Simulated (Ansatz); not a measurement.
**C₂H₈N₂Si: how energies converge with the basis set**

Aim: see how fast density functionals converge with the basis set for C₂H₈N₂Si.

The runs use Ansatz 0.2.0, Gaussian basis; one geometry, several basis sets.

Plan: PBE0-D4/def2-SVP; ωB97M-V/def2-SVP; PBE0-D4/def2-QZVPP; ωB97M-V/def2-QZVPP; the functionals' def2-TZVPP values are taken from earlier runs.

### 1 The geometry

An earlier PBE0-D4 in a triple-zeta def2 set relaxation fixed the geometry.

SMILES `C1NC[SiH2]N1`, 13 atoms, charge 0, spin multiplicity 1.

Atoms are counted from 1 here; the program's logs count them from 0.

Bond lengths: C1–N2 1.457 Å, C1–N5 1.450 Å, C1–H6 1.095 Å, C1–H7 1.106 Å, N2–C3 1.462 Å, N2–H8 1.013 Å, C3–Si4 1.885 Å, C3–H9 1.103 Å, C3–H10 1.092 Å, Si4–N5 1.722 Å, Si4–H11 1.490 Å, Si4–H12 1.491 Å, N5–H13 1.003 Å. Angles: N2–C1–N5 107.2°, N2–C1–H6 109.2°, N2–C1–H7 111.7°, N5–C1–H6 111.1°, N5–C1–H7 110.1°, H6–C1–H7 107.6°, C1–N2–C3 110.2°, C1–N2–H8 110.6°, C3–N2–H8 111.7°, N2–C3–Si4 99.7°, N2–C3–H9 114.3°, N2–C3–H10 110.5°, Si4–C3–H9 110.4°, Si4–C3–H10 113.9°, H9–C3–H10 108.0°, C3–Si4–N5 92.1°, C3–Si4–H11 113.8°, C3–Si4–H12 114.7° and more.

As a file:

```xyz
13

C    -1.1593    0.6057    0.2590
N     0.0431    0.6371    1.0810
C     0.8834   -0.5227    0.7890
Si    0.7964   -0.5138   -1.0944
N    -0.7503    0.2425   -1.0839
H    -1.6307    1.5935    0.2732
H    -1.8980   -0.1238    0.6414
H    -0.1977    0.6876    2.0636
H     0.4953   -1.4754    1.1876
H     1.8895   -0.3749    1.1865
H     0.8123   -1.8738   -1.7025
H     1.8679    0.2773   -1.7646
H    -1.1315    0.8059   -1.8212
```

### 2 PBE0-D4 in def2-SVP

File in.yaml:

```yaml
crystal:
  periodic: [false, false, false]
  atoms:
    - {symbol: C, position_ang: [-1.159288, 0.605673, 0.259019]}
    - {symbol: N, position_ang: [0.043136, 0.637072, 1.081022]}
    - {symbol: C, position_ang: [0.883397, -0.522701, 0.788984]}
    - {symbol: Si, position_ang: [0.796383, -0.513814, -1.094442]}
    - {symbol: N, position_ang: [-0.750255, 0.242508, -1.083906]}
    - {symbol: H, position_ang: [-1.630745, 1.593532, 0.273244]}
    - {symbol: H, position_ang: [-1.897981, -0.123751, 0.641425]}
    - {symbol: H, position_ang: [-0.197657, 0.687560, 2.063623]}
    - {symbol: H, position_ang: [0.495253, -1.475360, 1.187634]}
    - {symbol: H, position_ang: [1.889457, -0.374859, 1.186450]}
    - {symbol: H, position_ang: [0.812251, -1.873764, -1.702470]}
    - {symbol: H, position_ang: [1.867857, 0.277270, -1.764641]}
    - {symbol: H, position_ang: [-1.131504, 0.805934, -1.821241]}
basis:
  gaussian: {orbitals: def2-SVP}
hamiltonian: {xc: pbe0, dispersion: d4}
output: {orbitals: {seedname: orbitals}}
```

Further steps of the session: ωB97M-V in def2-SVP; PBE0-D4 in def2-QZVPP; ωB97M-V in def2-QZVPP.

Before running them: what should the planned runs give, taken together? Wanted: PBE0-D4: double and triple zeta above quadruple; ωB97M-V: double and triple zeta above quadruple.

**Answer**, as computed:

```
                                       quantity          value
PBE0-D4: double and triple zeta above quadruple  9.26, 0.58 eV
ωB97M-V: double and triple zeta above quadruple  9.48, 0.55 eV
```

**Reading.** For PBE0-D4 the step from double to triple zeta gains 8.68 eV and the next only 0.58 eV. Total energies overstate the basis error of differences, where much of it tends to cancel. The LUMO of ωB97M-V is positive and keeps falling with the basis (3.07 to 1.60 eV): an unbound level that the basis holds in place.
